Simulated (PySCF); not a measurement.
# SeSi (SiSe): the cost of one run

Computed with PySCF 2.14.0, with density-fitted response routines of our own, on a single molecule in the gas phase. Atoms count from 0, in the outputs and in this text.

### Step 1. Starting geometry

2 atoms, charge 0, multiplicity 1; geometry from: GFN2-xTB. The atoms were then displaced at random by about 0.03 Å, so the start is not that level's minimum.

Bonds of the start (Å): Si0–Se1 2.20.

### Step 2. Optimising the geometry at PBE0-D3(BJ)/def2-SVP

What the job is given:

```
{"job": {"xc": "PBE0", "basis": "def2-SVP", "d3": "d3bj", "grid": 1, "shake": 0.03, "kind": "geom"}, "charge": 0, "multiplicity": 1}
Si     1.126110    -0.082230     0.006590
Se    -1.076400    -0.005480    -0.028820
```

Run with:

```console
$ OMP_NUM_THREADS=1 python probes_run.py task.json out
```

The driver reads the jobs from task.json and runs them one after another.

**Question.** How long does this first job take on 1 thread of AMD EPYC 9B45, shared host?

About 1.8 s.
